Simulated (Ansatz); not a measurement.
# W2S3: the cost of one run

Computed with Ansatz 0.2.0 (DFT PBE, scalar-relativistic, plane waves, PAW, unless a step's input says otherwise).

1 further run of the same task is left out (set aside as unsound or not needed).

## (1) Starting point

It takes space group R-3m (No. 166, trigonal). The conventional cell has a = 3.636 Å, b = 3.636 Å, c = 25.284 Å, α = 90.00°, β = 90.00°, γ = 120.00°. W (site symmetry 3m) is surrounded by 6 S at 2.55 to 2.69 Å. S (site symmetry -3m) has 6 W at 2.69 Å as nearest neighbours. Around S (site symmetry 3m) lie 3 W at 2.55 Å.

As a file:

```
CELL_PARAMETERS angstrom
1.81817 1.04972 8.42815
-1.81817 1.04972 8.42815
0.00000 -2.09944 8.42815
ATOMIC_POSITIONS crystal
W 0.40000 0.40000 0.40000
W 0.60000 0.60000 0.60000
S 0.00000 0.00000 0.00000
S 0.20950 0.20950 0.20950
S 0.79050 0.79050 0.79050
```

(A quick probe on a coarse mesh, which set the mesh and smearing, is not shown.)

## (3) Rough relaxation on the coarse mesh

The input, input.yaml:

```yaml
crystal:
  lattice:
    - [1.8181721071, 1.0497221555, 8.4281499946]
    - [-1.8181721071, 1.0497221555, 8.4281499946]
    - [0.0, -2.0994443109, 8.4281499946]
  atoms:
    - { symbol: W, position: [0.4, 0.4, 0.4] }
    - { symbol: W, position: [0.6, 0.6, 0.6] }
    - { symbol: S, position: [0.0, 0.0, 0.0] }
    - { symbol: S, position: [0.2095, 0.2095, 0.2095] }
    - { symbol: S, position: [0.7905, 0.7905, 0.7905] }
basis:
  ecutwfc: 420
kpoints:
  mp_grid: { grid: [6, 6, 6] }
hamiltonian:
  xc: pbe
scf:
  occupations: { method: gaussian, width: 0.1 }
  lower_state_search: "off"
output:
  forces: true
  stress: true
  eigenvalues: true
relax:
  adjacent_minimum: "off"
  f_tol: 0.04
  max_steps: 70
  cell: { stress_tol: 0.4 }
```

Run with:

```sh
$ ansatz run input.yaml --threads 1 --pin off --max-ram 2560MiB --backend cpu --events-out ev --progress --plain --runs-dir out
```

What time and memory should one allow on 1 thread of Arm Neoverse N1, shared host?

About 2.6 min, with a peak of 0.39 GiB.
